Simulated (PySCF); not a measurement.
# SnF₃: relaxation and vibrations of the doublet

Aim: relax SnF₃ as a doublet from a trigonal pyramidal start, check by its vibrations whether the end is a minimum, and collect its spectrum and constants.

Computed with PySCF 2.14.0. Level: PBE0, basis Sn def2-TZVP with ECP28, F def2-TZVP, scalar-relativistic core potentials, no spin–orbit coupling, density fitting.

### 1 The starting structure

4 atoms, charge 0, spin multiplicity 2.

Bond lengths: Sn1–F2 2.040 Å, Sn1–F3 2.040 Å, Sn1–F4 2.040 Å. Angles: F2–Sn1–F3 99.8°, F2–Sn1–F4 99.8°, F3–Sn1–F4 99.8°.

```xyz
4
charge 0 multiplicity 2
Sn    0.0000    0.0000    0.0000
F     1.8012    0.0000    0.9577
F    -0.9006    1.5599    0.9577
F    -0.9006   -1.5599    0.9577
```

### 2 The SCF at the typed geometry

The steps below are one call of a driver around PySCF. For each, scf.py gives the equivalent set-up of the SCF; relaxations use the driver's own optimiser. After this first run the driver tries any further starts and a stability analysis.

Input file scf.py:

```python
from pyscf import gto, scf, dft
mol = gto.M(atom='''
Sn     0.000000     0.000000     0.000000
F      1.801200     0.000000     0.957700
F     -0.900600     1.559900     0.957700
F     -0.900600    -1.559900     0.957700''',
    basis={'Sn': 'def2-TZVP', 'F': 'def2-TZVP'},
    ecp={'Sn': 'def2-TZVP'},
    charge=0, spin=1)
mf = dft.UKS(mol, xc='PBE0')
mf.grids.atom_grid = (50, 194)
aux = {'Sn': 'def2-universal-JKFIT', 'F': 'def2-universal-JKFIT'}
mf = mf.density_fit(auxbasis=aux)
mf.conv_tol = 1e-08
mf.diis_space = 10
mf.max_cycle = 60
mf.init_guess = 'minao'
mf.verbose = 4
mf.kernel()
```

The run is started by

```bash
OMP_NUM_THREADS=4 python axn.py task.json out
```

The runs that follow: Relaxing the doublet from the trigonal pyramidal start; Frequencies.

Before running it: what results should come out? Wanted: minimum; geometry; wavenumbers; dipole moment; highest occupied, lowest empty level; polar-tensor charge of Sn1; zero-point energy; atomisation energy; ⟨S²⟩.

**Answer**, as computed:

| quantity | value |
| --- | --- |
| minimum | doublet, C3v |
| geometry | Sn–F 1.908 Å (×3); F–Sn–F 105.8° (×3) |
| wavenumbers (cm⁻¹) | 151 (e), 184 (a1), 613 (a1), 626 (e) |
| dipole moment | 3.12 D |
| highest occupied, lowest empty level (either spin) | -8.77, -5.54 eV |
| polar-tensor charge of Sn1 | +1.82 e |
| zero-point energy | 14.1 kJ/mol |
| entropy at 298.15 K | 316.1 J/(mol K) |
| atomisation energy (no zero-point energy) | 1232 kJ/mol |
| ⟨S²⟩ | 0.753 |

What this shows: The trigonal pyramidal start keeps its C3v symmetry and ends in a minimum. In the infrared the band at 626 cm⁻¹ (e, stretch) leads. Most of the spin sits on Sn1 (Mulliken spin 0.71, against 1 for the whole molecule). Other starts or spin states, not run here, may lie lower. Spin–orbit coupling, left out here, can matter for elements this heavy.
